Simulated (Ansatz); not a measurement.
# CaSi2Sb2 in Ansatz: the effect of functional

The system is CaSi2Sb2.

```xyz
5
Lattice="4.9974 0.0000 0.0000 -2.4987 4.3279 0.0000 0.0000 0.0000 5.8617" Properties=species:S:1:pos:R:3 pbc="T T T"
Ca    0.0000    0.0000    0.0000
Si    0.0000    2.8853    1.5034
Si    2.4987    1.4426    4.3583
Sb    0.0000    2.8853    4.2345
Sb    2.4987    1.4426    1.6272
```

The cell was built by a generator and needn't be a form met in nature.

Alike in all runs:

| Property | Result |
| --- | --- |
| Program | Ansatz 0.2.0 |
| Task | band structure |
| Potentials or basis | Ansatz PAW |
| Cutoff | 420 eV (not typed: the program's choice for these potentials) |
| k mesh | 5 × 5 × 4 |
| Occupations | fermi-dirac, width 0.05 eV |
| Spin | no spin polarisation |

```tsv
functional	pressure (GPa)	largest force (eV/Å)
LDA	-3.5	0.17
PBE	?	?
PBEsol	-2.3	0.14
```

Problem. What does the run with functional PBE give?

Solution. Pressure 0.0 GPa; largest force 0.12 eV/Å.

Caveats: the PAW data sets come from PBE, with cores solved anew for the run's functional, which leaves a small shift of forces and pressure (some runs).
